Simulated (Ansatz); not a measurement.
# Li5Cl3: the cost of one run

Program: Ansatz 0.2.0. Level of theory: DFT PBE, scalar-relativistic, plane waves, PAW. These are calculated values, not measurements.

**1. Starting point**

The structure is tetragonal, space group P4/mmm (No. 123). The conventional cell has a = 3.484 Å, b = 3.484 Å, c = 12.210 Å, α = 90.00°, β = 90.00°, γ = 90.00°. Li (site symmetry 4mm) is surrounded by 5 Cl at 2.90 to 3.05 Å and 5 Li at 2.90 to 3.05 Å. Li (site symmetry 4/mmm) has 8 Cl at 2.90 Å and 2 Li at 3.05 Å as nearest neighbours. Cl (site symmetry 4mm) is surrounded by 9 Li at 2.90 to 3.05 Å. Around Cl (site symmetry 4/mmm) lie 10 Li at 2.90 to 3.05 Å.

Coordinates:

```xyz
8
Lattice="3.4838 0.0000 0.0000 0.0000 3.4838 0.0000 0.0000 0.0000 12.2097" Properties=species:S:1:pos:R:3 pbc="T T T"
Li    0.0000    0.0000    3.0524
Li    0.0000    0.0000    9.1573
Li    0.0000    0.0000    0.0000
Li    1.7419    1.7419    4.5787
Li    1.7419    1.7419    7.6311
Cl    1.7419    1.7419    1.5262
Cl    1.7419    1.7419   10.6835
Cl    0.0000    0.0000    6.1049
```

The cell is invented: species swapped into a database cell of Ti3Pd5 (P4/mmm, No. 123), with Cl on the Ti sites and Li on the Pd sites. The dimensions are guesses.

**2. A first look at the guess**

The input, input.yaml:

```yaml
crystal:
  lattice:
    - [3.48377178, 0.0, 0.0]
    - [0.0, 3.48377178, 0.0]
    - [0.0, 0.0, 12.20974978]
  atoms:
    - { symbol: Li, position: [0.0, 0.0, 0.25] }
    - { symbol: Li, position: [0.0, 0.0, 0.75] }
    - { symbol: Li, position: [0.0, 0.0, 0.0] }
    - { symbol: Li, position: [0.5, 0.5, 0.375] }
    - { symbol: Li, position: [0.5, 0.5, 0.625] }
    - { symbol: Cl, position: [0.5, 0.5, 0.125] }
    - { symbol: Cl, position: [0.5, 0.5, 0.875] }
    - { symbol: Cl, position: [0.0, 0.0, 0.5] }
basis:
  ecutwfc: 420
kpoints:
  mp_grid: { grid: [6, 6, 2] }
hamiltonian:
  xc: pbe
scf:
  occupations: { method: gaussian, width: 0.1 }
  lower_state_search: "off"
output:
  forces: true
  stress: true
  eigenvalues: true
```

The run is started by

```
> ansatz run input.yaml --threads 1 --pin off --max-ram 2048MiB --backend cpu --events-out ev --progress --plain --runs-dir out
```

Q: Estimate wall time and peak memory on 1 thread of Intel Xeon 6975P-C (Granite Rapids), shared host.

About 3.2 s, with a peak of 0.49 GiB.
